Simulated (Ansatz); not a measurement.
# Lu2VWO6: one geometry, two states

Aim: solve Lu2VWO6 (a borrowed structure type, volume estimated) from each of its saved states, at one geometry and mesh, and see which is lowest and how they differ.

Program: Ansatz 0.2.0. Level of theory: DFT, PBE, with U_eff = 6.25 eV on V d and an intersite V, plane waves, PAW. These are calculated values, not measurements.

**1. The structure**

Symmetry: Fm-3m, No. 225, cubic system. Conventional cell: a = 7.576 Å, b = 7.576 Å, c = 7.576 Å, α = 90.00°, β = 90.00°, γ = 90.00°. Lu (site symmetry -43m) is surrounded by 12 O at 2.68 Å. Around V (site symmetry m-3m) lie 6 O at 1.98 Å. Around O (site symmetry 4mm) lie 1 W at 1.80 Å and 1 V at 1.98 Å. Around W (site symmetry m-3m) lie 6 O at 1.80 Å.

Its coordinates follow in the input file.

The states: A, no atom with a moment over 0.3 μB (no spin polarisation); B, V3 down, W10 up (collinear spin). Each run reads its own saved solution as saved_state.

**2. State A: the run**

File input.yaml:

```yaml
crystal:
  lattice:
    - [0.0, 3.7879975, 3.7879975]
    - [3.7879975, 0.0, 3.7879975]
    - [3.7879975, 3.7879975, 0.0]
  atoms:
    - { symbol: Lu, position: [0.25, 0.25, 0.25] }
    - { symbol: Lu, position: [0.75, 0.75, 0.75] }
    - { symbol: V, position: [0.0, 0.0, 0.0] }
    - { symbol: O, position: [0.738, 0.262, 0.262] }
    - { symbol: O, position: [0.262, 0.738, 0.262] }
    - { symbol: O, position: [0.262, 0.738, 0.738] }
    - { symbol: O, position: [0.738, 0.262, 0.738] }
    - { symbol: O, position: [0.262, 0.262, 0.738] }
    - { symbol: O, position: [0.738, 0.738, 0.262] }
    - { symbol: W, position: [0.5, 0.5, 0.5] }
kpoints:
  mp_grid: { grid: [6, 6, 6], shift: [0, 0, 0] }
magnetization:
  spin_polarized: false
scf:
  occupations: { method: cold, width: 0.2343 }
  lower_state_search: "off"
  max_iter: 200
hamiltonian:
  pseudopotentials: { kind: paw }
  xc: pbe
  hubbard:
    projectors: all-electron-ortho-atomic
    sites: [{ species: V, l: d, u_eff: 6.25 }, { species: O, l: p, u_eff: 0.0 }]
    v: [{ species: [V, O], l: [d, p], v: 0.85, r_cut: 2.382 }]
basis:
  ecutwfc: 420
  fft_grid_basis: typed
output:
  forces: true
  stress: true
  eigenvalues: true
  bader: true
  populations: true
  elf: true
  write_potential: true
  volumetric_format: npy
  dos:
    e_range: [-12, 8]
    de: 0.05
    projected: { site_lists: { Lu: [Lu], O: [O], V: [V], W: [W] } }
checkpoint:
  read: saved_state
```

Output, cut to the lines that bear on the results:

```text
Warning: checkpoint.read: basis.xc_grid differs: saved 1, current 2 (points along each axis for each point of the dense box; where the key is left out runs that use forces, runs that use the stress, dielectric runs by a finite field, finite-displacement phonons, runs of [...]
Warning: RAYON_NUM_THREADS=2 ignored (pool sized by the plan → 2); use --threads N
Lu: projections on atomic orbitals take those of the free atom [Kr 4d10] 4f14 5s2 5p6 5d1 6s2, of charge +0.00 (hamiltonian.pseudopotentials.projection_atoms); the dataset's partial waves leave at most 5.1e-5 of an orbital's norm unspanned inside its sphere
V: projections on atomic orbitals take those of the free atom [Ne] 3s2 3p6 3d3 4s2, of charge +0.00 (hamiltonian.pseudopotentials.projection_atoms); the dataset's partial waves leave at most 5.8e-7 of an orbital's norm unspanned inside its sphere
O: projections on atomic orbitals take those of the free atom [He] 2s2 2p4, of charge +0.00 (hamiltonian.pseudopotentials.projection_atoms); the dataset's partial waves leave at most 1.9e-8 of an orbital's norm unspanned inside its sphere
W: projections on atomic orbitals take those of the free atom [Kr 4d10 4f14] 5s2 5p6 5d4 6s2, of charge +0.00 (hamiltonian.pseudopotentials.projection_atoms); the dataset's partial waves leave at most 6.5e-5 of an orbital's norm unspanned inside its sphere
[...]
Pseudopotentials: kind: paw
Pseudopotential: Lu, paw, valence charge 25, recommended cutoff 420 eV (normal), Lu.paw.azcp
Pseudopotential: V, paw, valence charge 13, recommended cutoff 420 eV (normal), V.paw.azcp
[...]
Free energy (F): -46164.410377 eV
[...]
E sigma→0 (E₀):  -46164.409484 eV
Entropy (-TS):   -0.002678 eV (-0.268 meV/atom)
Fermi energy:    18.864017 eV
[...]
--- Forces (eV/Å), atoms counted from 1 ---
  atom   1  Lu    -0.00000000    -0.00000000     0.00000000
  atom   2  Lu    -0.00000000    -0.00000000     0.00000000
  atom   3  V     -0.00000000    -0.00000000     0.00000000
  atom   4  O     -6.14537088     0.00000000     0.00000000
  atom   5  O     -0.00000000    -6.14537088    -0.00000000
  atom   6  O      6.14537088    -0.00000000     0.00000000
  atom   7  O      0.00000000     6.14537088    -0.00000000
  atom   8  O     -0.00000000     0.00000000    -6.14537088
[...]
--- Stress (GPa, compression-positive) ---
       34.158110      -0.000000      -0.000000
        0.000000      34.158110      -0.000000
       -0.000000       0.000000      34.158110
  P = ⅓ Tr σ = 34.1581 GPa (341.581 kbar)
--- Band table (eV; the first three rows and the last of 16) ---
[...]
Occupation matrices written to <dir>
--- Löwdin populations: 10 sites ---
  site symbol       q [e]
     0     Lu     24.0737
     1     Lu     24.0737
     2      V     12.0907
     3      O      6.6397
     4      O      6.6397
     5      O      6.6397
     6      O      6.6397
     7      O      6.6397
     8      O      6.6397
     9      W     12.5869
  spilling = 0.002981 (of n_electrons = 113.000000)
--- Bader charges: 10 sites ---
  site symbol  charge [e]  shift [e]
     0     Lu      1.9605     0.0000
     1     Lu      1.9605     0.0000
     2      V      1.5991     0.0003
     3      O     -1.3686     0.0024
     4      O     -1.3686     0.0024
     5      O     -1.3686     0.0024
     6      O     -1.3686     0.0024
     7      O     -1.3686     0.0024
     8      O     -1.3686     0.0024
     9      W      2.6912     0.0141
  estimated error of the sums over rays = 7.4e-4 e
```

It took 42 s on 2 threads of an x86-64 CPU, shared host; peak memory 0.7 GiB.

**3. State A: levels and charges**

Counts of states in windows (eV from the Fermi level; tetrahedra), total and projected:

```
from    to  total  Lu d   Lu f   O p   V d   W d
-8.0  -7.0  33.61  0.59  27.02  5.32  0.32  0.07
-7.0  -6.0   6.91  0.32   0.51  5.46  0.24  0.06
-6.0  -5.0   8.30  0.26   0.12  7.46  0.18  0.05
-5.0  -4.0   1.06  0.02   0.01  1.01  0.00  0.00
-4.0  -3.0   0.00  0.00   0.00  0.00  0.00  0.00
-3.0  -2.0   0.00  0.00   0.00  0.00  0.00  0.00
-2.0  -1.0   1.26  0.17   0.00  0.08  0.62  0.35
-1.0   0.0   3.66  0.72   0.00  0.36  1.85  0.56
 0.0   1.0   6.51  2.39   0.00  0.70  1.86  0.87
 1.0   2.0   7.81  4.28   0.00  1.00  0.50  1.04
```

The bands computed are complete only to about 2.6 eV above the Fermi level.

By element, from the tables in the log (a charge is positive for electrons lost): Löwdin charges also hold the electrons that the projection spills.

```
element  atoms  Bader charge (e)  Bader volume (Å³)  Löwdin charge (e)
     Lu      2             +1.96               13.8              +0.93
      V      1             +1.60                8.1              +0.91
      O      6             -1.37               10.9              -0.64
      W      1             +2.69                7.8              +1.41
```

The Löwdin projection spills 0.3 % of the electrons and depends on the orbitals chosen; where it disagrees with Bader's partition, neither is an observable.

Eigenvalues of the corrected shells' occupation matrices (the six least like closed shells):

```
atom  shell  spin               eigenvalues
  V3      d  each  0.17 0.17 0.51 0.51 0.51
  O4      p  each            0.82 0.82 0.83
  O5      p  each            0.82 0.82 0.83
  O6      p  each            0.82 0.82 0.83
  O7      p  each            0.82 0.82 0.83
  O8      p  each            0.82 0.82 0.83
```

**4. State B: the run**

Changes to input.yaml since step 2:

```diff
@@ -18,4 +18,15 @@
   mp_grid: { grid: [6, 6, 6], shift: [0, 0, 0] }
+  band_path:
+    path:
+      - [0.0, 0.0, 0.0]
+      - [0.5, 0.0, 0.5]
+      - [0.625, 0.25, 0.625]
+      - [0.375, 0.375, 0.75]
+      - [0.0, 0.0, 0.0]
+      - [0.5, 0.5, 0.5]
+      - [0.5, 0.25, 0.75]
+      - [0.5, 0.0, 0.5]
+    npoints: 8
 magnetization:
-  spin_polarized: false
+  spin_polarized: true
 scf:
```

Output, cut to the lines that bear on the results:

```text
Warning: checkpoint.read: basis.xc_grid differs: saved 1, current 2 (points along each axis for each point of the dense box; where the key is left out runs that use forces, runs that use the stress, dielectric runs by a finite field, finite-displacement phonons, runs of [...]
Warning: RAYON_NUM_THREADS=2 ignored (pool sized by the plan → 2); use --threads N
Lu: projections on atomic orbitals take those of the free atom [Kr 4d10] 4f14 5s2 5p6 5d1 6s2, of charge +0.00 (hamiltonian.pseudopotentials.projection_atoms); the dataset's partial waves leave at most 5.1e-5 of an orbital's norm unspanned inside its sphere
V: projections on atomic orbitals take those of the free atom [Ne] 3s2 3p6 3d3 4s2, of charge +0.00 (hamiltonian.pseudopotentials.projection_atoms); the dataset's partial waves leave at most 5.8e-7 of an orbital's norm unspanned inside its sphere
[...]
  P = ⅓ Tr σ = 40.5641 GPa (405.641 kbar)
--- Band table (eV; the first three rows and the last of 32) ---
[...]
Occupation matrices written to <dir>
--- Löwdin populations: 10 sites ---
  site symbol       q [e]    m [muB]
     0     Lu     24.0760     0.4034
     1     Lu     24.0760     0.4034
     2      V     12.0197    -2.6972
     3      O      6.6644     0.0032
     4      O      6.6644     0.0032
     5      O      6.6644     0.0032
     6      O      6.6644     0.0032
     7      O      6.6644     0.0032
     8      O      6.6644     0.0032
     9      W     12.5018     0.6602
  spilling = 0.003010 (of n_electrons = 113.000000)
--- Bader charges: 10 sites ---
  site symbol  charge [e]  shift [e]    m [muB]
     0     Lu      1.9650     0.0000     0.2726
     1     Lu      1.9650     0.0000     0.2726
     2      V      1.5369     0.0001    -2.4598
     3      O     -1.3709     0.0023     0.0205
     4      O     -1.3709     0.0023     0.0205
     5      O     -1.3709     0.0023     0.0205
     6      O     -1.3709     0.0023     0.0205
     7      O     -1.3709     0.0023     0.0205
     8      O     -1.3709     0.0023     0.0205
     9      W      2.7584     0.0140     0.6019
  estimated error of the sums over rays = 6.6e-4 e
```

Wall time 58 s (2 threads of an x86-64 CPU, shared host); peak memory 1 GiB.

**5. What state B looks like**

Counts of states in windows (eV from the Fermi level; tetrahedra), total and projected:

| from | to | total | up | down | Lu d | Lu f | O p | V d | W d |
| --- | --- | --- | --- | --- | --- | --- | --- | --- | --- |
| -8.0 | -7.0 | 33.27 | 16.82 | 16.47 | 0.54 | 27.07 | 4.92 | 0.36 | 0.09 |
| -7.0 | -6.0 | 6.14 | 3.07 | 3.06 | 0.34 | 0.42 | 4.80 | 0.21 | 0.06 |
| -6.0 | -5.0 | 8.69 | 4.44 | 4.24 | 0.29 | 0.13 | 7.68 | 0.24 | 0.06 |
| -5.0 | -4.0 | 2.08 | 1.15 | 0.94 | 0.05 | 0.02 | 1.97 | 0.01 | 0.00 |
| -4.0 | -3.0 | 0.63 | 0.00 | 0.63 | 0.02 | 0.00 | 0.09 | 0.45 | 0.07 |
| -3.0 | -2.0 | 2.35 | 0.00 | 2.35 | 0.06 | 0.00 | 0.56 | 1.66 | 0.05 |
| -2.0 | -1.0 | 0.01 | 0.00 | 0.01 | 0.00 | 0.00 | 0.00 | 0.01 | 0.00 |
| -1.0 | 0.0 | 1.71 | 1.66 | 0.05 | 0.73 | 0.00 | 0.16 | 0.06 | 0.61 |
| 0.0 | 1.0 | 4.43 | 2.01 | 2.41 | 2.00 | 0.00 | 0.53 | 0.07 | 1.22 |
| 1.0 | 2.0 | 7.39 | 3.91 | 3.48 | 4.52 | 0.00 | 0.88 | 0.10 | 0.85 |

The bands computed are complete only to about 3.0 eV above the Fermi level.

By element, from the tables in the log (a charge is positive for electrons lost): Löwdin charges also hold the electrons that the projection spills.

```
element  atoms  Bader charge (e)  Bader volume (Å³)  Löwdin charge (e)  Bader moment, size (μB)
     Lu      2             +1.97               13.8              +0.92                     0.27
      V      1             +1.54                8.0              +0.98                     2.46
      O      6             -1.37               10.9              -0.66                     0.02
      W      1             +2.76                7.7              +1.50                     0.60
```

The Löwdin projection spills 0.3 % of the electrons and depends on the orbitals chosen; where it disagrees with Bader's partition, neither is an observable.

Eigenvalues of the corrected shells' occupation matrices (the six least like closed shells):

```csv
atom,shell,spin,eigenvalues
V3,d,up,0.07 0.07 0.07 0.14 0.14
V3,d,down,0.17 0.17 0.95 0.95 0.95
O4,p,up,0.82 0.82 0.84
O4,p,down,0.83 0.83 0.83
O5,p,up,0.82 0.82 0.84
O5,p,down,0.83 0.83 0.83
O6,p,up,0.82 0.82 0.84
O6,p,down,0.83 0.83 0.83
O7,p,up,0.82 0.82 0.84
O7,p,down,0.83 0.83 0.83
O8,p,up,0.82 0.82 0.84
O8,p,down,0.83 0.83 0.83
```

The main site moments: V3 down, W10 up.

**6. Results**

| state | free energy (meV/atom) | largest site moment (μB) | size of the net moment (μB/cell) | gap (eV) | pressure (GPa) | largest force (eV/Å) | SCF cycles |
| --- | --- | --- | --- | --- | --- | --- | --- |
| A | 327.7 | – | – | metal | 34.2 | 6.15 | 11 |
| B | 0.0 | 1.99 | 1.19 | metal | 40.6 | 5.18 | 9 |

**Reading.** State B lies lowest, 327.7 meV per atom under state A. The atoms are far from rest (forces to 6.1 eV/Å), so order and character hold for this geometry alone. At the same volume their pressures differ by 6.4 GPa, the state with the larger moments having the higher pressure, so it wants the larger volume. Not all runs allow spin: where it is off, the gap in energy is mostly the cost of forbidding moments, not two ends of one search.

Limits of this run: an odd count of electrons without spin polarisation forces a partly filled band; wide smearing; atoms or cell far from equilibrium.
